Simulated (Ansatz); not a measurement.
Geometry optimisation, DFT PBE, scalar-relativistic, plane waves, PAW in Ansatz.

Input file:

```yaml
crystal:
  lattice:
    - [7.67918, 0.0, 0.0]
    - [3.83959, 6.650365, 0.0]
    - [0.0, 0.0, 17.868765]
  atoms:
    - { symbol: H, position: [0.1666667, 0.1666667, 0.0559636] }
    - { symbol: H, position: [0.6666667, 0.1666667, 0.0559636] }
    - { symbol: H, position: [0.1666667, 0.6666667, 0.0559636] }
    - { symbol: H, position: [0.6666667, 0.6666667, 0.0559636] }
    - { symbol: Si, position: [0.1666667, 0.1666667, 0.1399089] }
    - { symbol: Si, position: [0.6666667, 0.1666667, 0.1399089] }
    - { symbol: Si, position: [0.1666667, 0.6666667, 0.1399089] }
    - { symbol: Si, position: [0.6666667, 0.6666667, 0.1399089] }
    - { symbol: Si, position: [-0.1666667, 0.3333333, 0.1837706] }
    - { symbol: Si, position: [0.3333333, 0.3333333, 0.1837706] }
    - { symbol: Si, position: [-0.1666667, 0.8333333, 0.1837706] }
    - { symbol: Si, position: [0.3333333, 0.8333333, 0.1837706] }
    - { symbol: Si, position: [-0.1666667, 0.3333333, 0.3153554] }
    - { symbol: Si, position: [0.3333333, 0.3333333, 0.3153554] }
    - { symbol: Si, position: [-0.1666667, 0.8333333, 0.3153554] }
    - { symbol: Si, position: [0.3333333, 0.8333333, 0.3153554] }
    - { symbol: Si, position: [0.0, 0.0, 0.359217] }
    - { symbol: Si, position: [0.5, 0.0, 0.359217] }
    - { symbol: Si, position: [0.0, 0.5, 0.359217] }
    - { symbol: Si, position: [0.5, 0.5, 0.359217] }
    - { symbol: H, position: [0.0, 0.5, 0.4403642] }
    - { symbol: H, position: [0.5, 0.5, 0.4403642] }
    - { symbol: Br, position: [0.6572283, 0.8302692, 0.4717038], spin: 1.0 }
magnetization:
  spin_polarized: true
basis:
  ecutwfc: 420.0
kpoints:
  mp_grid: { grid: [2, 2, 1] }
hamiltonian:
  xc: pbe
  pseudopotentials: { kind: paw, azcp: { folder: soft_1 } }
scf:
  occupations: { method: gaussian, width: 0.02 }
  lower_state_search: "off"
relax:
  f_tol: 0.03
  max_steps: 60
  adjacent_minimum: "off"
  constraints: [{ sites: [0, 1, 2, 3, 4, 5, 6, 7] }]
output:
  write_density: true
  write_potential: true
  elf: true
  volumetric_format: npy
```

Command:

```bash
$ ansatz run input.yaml --threads 2 --pin off --max-ram 5120MiB --backend cpu --events-out ev --progress --plain --runs-dir out
```

Problem. Where does it end, and by what steps?

Solution. It converged. Limits of this set-up: coarse k mesh, thin slab, slab without dipole correction. After 7 steps the energy has fallen by 0.802 eV; Br23 moved furthest, 1.25 Å.

| step | energy less start (eV) | largest force component (eV/Å) | accepted |
| --- | --- | --- | --- |
| 0 | 0.0000 | 1.208 | yes |
| 1 | -0.3612 | 0.889 | yes |
| 2 | -0.5510 | 0.600 | yes |
| 3 | -0.6633 | 0.391 | yes |
| 4 | -0.7342 | 0.256 | yes |
| 5 | -0.7775 | 0.146 | yes |
| 6 | -0.7990 | 0.050 | yes |
| 7 | -0.8021 | 0.011 | yes |

```xyz
23
Lattice="7.6792 0.0000 0.0000 3.8396 6.6504 0.0000 0.0000 0.0000 17.8688" Properties=species:S:1:pos:R:3
H 1.920 1.108 1.000
H 5.759 1.108 1.000
H 3.840 4.434 1.000
H 7.679 4.434 1.000
Si 1.920 1.108 2.500
Si 5.759 1.108 2.500
Si 3.840 4.434 2.500
Si 7.679 4.434 2.500
Si 0.000 2.219 3.268
Si 3.840 2.217 3.268
Si 1.918 5.541 3.261
Si 5.761 5.541 3.263
Si 0.000 2.225 5.631
Si 3.840 2.231 5.629
Si 1.926 5.533 5.623
Si 5.752 5.533 5.627
Si -0.001 0.005 6.331
Si 3.840 0.002 6.361
Si 1.918 3.324 6.413
Si 5.761 3.323 6.415
H 1.922 3.335 7.913
H 5.758 3.332 7.915
Br 7.688 6.632 8.633
```

Whether the end is a true minimum wasn't checked by a vibrational analysis.

The run took 98 s on 2 threads of Intel(R) Xeon(R) Platinum 8488C (Sapphire Rapids), with other jobs on the host, peak memory 1.4 GiB.
